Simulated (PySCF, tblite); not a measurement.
# C₄H₁₁AlO: geometry, infrared bands and NMR shifts

What infrared bands and NMR shifts should C₄H₁₁AlO (`C[O][AlH][CH](C)C`) show?

The runs use tblite 0.8.0 and PySCF 2.14.0, with density-fitted response routines of our own; the level of theory stands in each step. All values are computed, except where a source is named. Atoms are numbered from 0 throughout.

### Step 1. The molecule as given

17 atoms, charge 0, multiplicity 1; geometry from: force field or distance geometry start.

Bonds of the start (Å): C0–O1 1.37, O1–Al2 1.81, Al2–C3 1.98, C3–C4 1.53, C3–C5 1.48, C0–H6 1.11, C0–H7 1.13, C0–H8 1.11, Al2–H9 1.62, C3–H10 1.12, C4–H11 1.10, C4–H12 1.12, C4–H13 1.10, C5–H14 1.11, C5–H15 1.13, C5–H16 1.13.

### Step 2. Geometry optimisation with GFN2-xTB

Job settings and geometry (Å):

```
{"job": {"kind": "relax", "xc": "GFN2-xTB", "basis": "xTB"}, "charge": 0, "multiplicity": 1}
C      2.691700    -0.085100     0.525300
O      1.977200    -1.248100     0.377800
Al     0.569400    -1.180800    -0.752500
C     -0.968100     0.061500    -0.589500
C     -2.121700    -0.549800     0.209900
C     -0.673100     1.381800     0.015800
H      3.468800     0.096800    -0.252900
H      3.244400    -0.157700     1.511000
H      2.017300     0.784200     0.651900
H      0.235900    -2.565700    -1.522700
H     -1.358400     0.231500    -1.624100
H     -2.289700    -1.583200    -0.114100
H     -2.999500     0.108700     0.010400
H     -1.840000    -0.515600     1.268600
H      0.182300     1.935800    -0.413500
H     -1.592100     2.012600    -0.145800
H     -0.551400     1.285100     1.133300
```

The run is started by

```bash
> OMP_NUM_THREADS=1 python probes_run.py task.json out
```

The driver reads the jobs from task.json and runs them one after another.

**Question.** This job is followed by: GFN2-xTB harmonic vibrations, gas phase; GIAO PBE0/pcSseg-1 NMR shielding, non-relativistic, gas phase. What will the session give for the following? strongest single infrared mode (GFN2-xTB); zero-point energy (GFN2-xTB); 13C shifts against TMS (PBE0/pcSseg-1, means over atoms taken as alike); 1H shifts against TMS (PBE0/pcSseg-1, means over atoms taken as alike); 17O shifts against H2O (PBE0/pcSseg-1); 27Al shifts against AlH4- (PBE0/pcSseg-1).

As calculated:

| quantity | value |
| --- | --- |
| strongest single infrared mode (GFN2-xTB) | 1811 cm⁻¹, 338 km/mol |
| zero-point energy (GFN2-xTB) | 86.7 kcal/mol |
| 13C shifts against TMS (PBE0/pcSseg-1, means over atoms taken as alike) | 57.3, 21.4, 17.4 ppm |
| 1H shifts against TMS (PBE0/pcSseg-1, means over atoms taken as alike) | 4.41, 4.29, 1.19, 0.63 ppm |
| 17O shifts against H2O (PBE0/pcSseg-1) | 55.2 ppm |
| 27Al shifts against AlH4- (PBE0/pcSseg-1) | 90.6 ppm |

In words: Over 150 steps the energy fell by 1.268 eV; of the close pairs, O1–Al2 changed most, 1.807 to 1.647 Å. No mode is imaginary among the 45: a minimum at this level. The strongest single mode, at 1811 cm⁻¹, moves mainly H9. GFN2-xTB is a fitted tight-binding method: band positions and strengths are rough. Its intensities can rank the bands wrongly. H6, H7, H8 (mean) (hydrogen on a methyl carbon bonded to O) lies farthest downfield among hydrogen, at 4.41 ppm; its carbon carries O, which withdraws density. At PBE0/pcSseg-1: Shielding is most anisotropic at Al2 (span 146 ppm, paramagnetic term -399 ppm).
